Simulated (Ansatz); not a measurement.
# C2F4O: up Jacob's ladder to CCSD(T)

One table from this session's results is given with a row withheld; the runs are named, their logs left out.

Computed with Ansatz 0.2.0, Gaussian basis. Level: functionals in def2-TZVPP, the program's frozen cores in correlated methods.

Levels to be run: LDA (SPW92), PBE-D4, revPBE-D4, BLYP-D4, r2SCAN-D4, B97M-V, PBE0-D4, B3LYP-D4, r2SCANh-D4, r2SCAN0-D4, HSE06-D4, BHLYP-D4, CAM-B3LYP-D4, LC-ωPBE, ωB97X-V, ωB97M-V, B2PLYP, PBE-QIDH; CCSD(T)/def2-SVP; CCSD(T)/def2-TZVPP; MP2/def2-QZVPP; extrapolation to the limit; RPA on PBE.

## The relaxed structure

An earlier PBE0-D4 in a triple-zeta def2 set relaxation fixed the geometry.

SMILES `FC1(F)OC1(F)F`, 7 atoms, charge 0, spin multiplicity 1.

Atoms are counted from 1 here; the program's logs count them from 0.

Bond lengths: F1–C2 1.318 Å, C2–F3 1.318 Å, C2–O4 1.391 Å, C2–C5 1.447 Å, O4–C5 1.391 Å, C5–F6 1.318 Å, C5–F7 1.318 Å. Angles: F1–C2–F3 110.0°, F1–C2–O4 116.2°, F1–C2–C5 122.9°, F3–C2–O4 116.2°, F3–C2–C5 122.9°, O4–C2–C5 58.7°, C2–O4–C5 62.7°, C2–C5–O4 58.7°, C2–C5–F6 122.9°, C2–C5–F7 122.9°, O4–C5–F6 116.2°, O4–C5–F7 116.2°, F6–C5–F7 110.0°.

The first run:

in.yaml reads:

```yaml
crystal:
  periodic: [false, false, false]
  atoms:
    - {symbol: F, position_ang: [-0.308058, -1.170472, 1.357953]}
    - {symbol: C, position_ang: [-0.119923, -0.707212, 0.138730]}
    - {symbol: F, position_ang: [-0.611672, -1.552368, -0.744673]}
    - {symbol: O, position_ang: [1.144563, -0.197788, -0.136382]}
    - {symbol: C, position_ang: [0.080193, 0.697284, -0.145254]}
    - {symbol: F, position_ang: [0.089851, 1.622257, 0.793280]}
    - {symbol: F, position_ang: [-0.213754, 1.240398, -1.309353]}
basis:
  gaussian: {orbitals: def2-TZVPP}
hamiltonian: {xc: lda}
output: {orbitals: {seedname: orbitals}}
```

Started as:

```sh
$ ansatz run in.yaml --threads 4 --pin off --events-out ev --progress --plain --max-ram 10444MiB
```

Steps of the session up to this table: LDA; PBE-D4 (GGA); revPBE-D4 (GGA); BLYP-D4 (GGA); r2SCAN-D4 (meta-GGA); B97M-V (meta-GGA); B3LYP-D4 (hybrid); r2SCANh-D4 (hybrid); r2SCAN0-D4 (hybrid); HSE06-D4 (hybrid); BHLYP-D4 (hybrid); CAM-B3LYP-D4 (range-separated); LC-ωPBE (range-separated); ωB97X-V (range-separated); ωB97M-V (range-separated); B2PLYP (double hybrid); PBE-QIDH (double hybrid).

One of the session's tables, all rows but one given; the rest of the session is left out.

It belongs to the step «Frontier levels by functional». 

| functional | HOMO (eV) | LUMO (eV) | gap (eV) |
| --- | --- | --- | --- |
| LDA (SPW92) | -8.47 | 0.58 | 9.05 |
| PBE-D4 | -8.20 | 0.87 | 9.07 |
| revPBE-D4 | -8.09 | 1.03 | 9.12 |
| BLYP-D4 | -8.17 | 0.82 | 8.99 |
| r2SCAN-D4 | -8.55 | 1.51 | 10.07 |
| B97M-V | -8.66 | 1.32 | 9.98 |
| PBE0-D4 | -9.91 | 1.91 | 11.82 |
| B3LYP-D4 | -9.72 | 1.46 | 11.18 |
| r2SCANh-D4 | -9.19 | 1.85 | 11.05 |
| r2SCAN0-D4 | ? | ? | ? |
| HSE06-D4 | -9.50 | 1.53 | 11.03 |
| BHLYP-D4 | -11.62 | 2.60 | 14.22 |
| CAM-B3LYP-D4 | -11.48 | 2.68 | 14.16 |
| LC-ωPBE | -12.72 | 4.24 | 16.96 |
| ωB97X-V | -12.36 | 3.99 | 16.35 |
| ωB97M-V | -12.28 | 3.57 | 15.85 |

Q: Estimate the row for r2SCAN0-D4 from the others.

Worked estimate for «HOMO (eV)». Against the share of exact exchange, r2SCAN-D4 (0, -8.55), r2SCANh-D4 (0.1, -9.19) give a slope of -6.40 per unit share; at 0.25 the line stands at -10.15.

**Answer.** HOMO (eV): -10.15; LUMO (eV): 2.33; gap (eV): 12.48. In «HOMO (eV)» the line misses by 0.00.
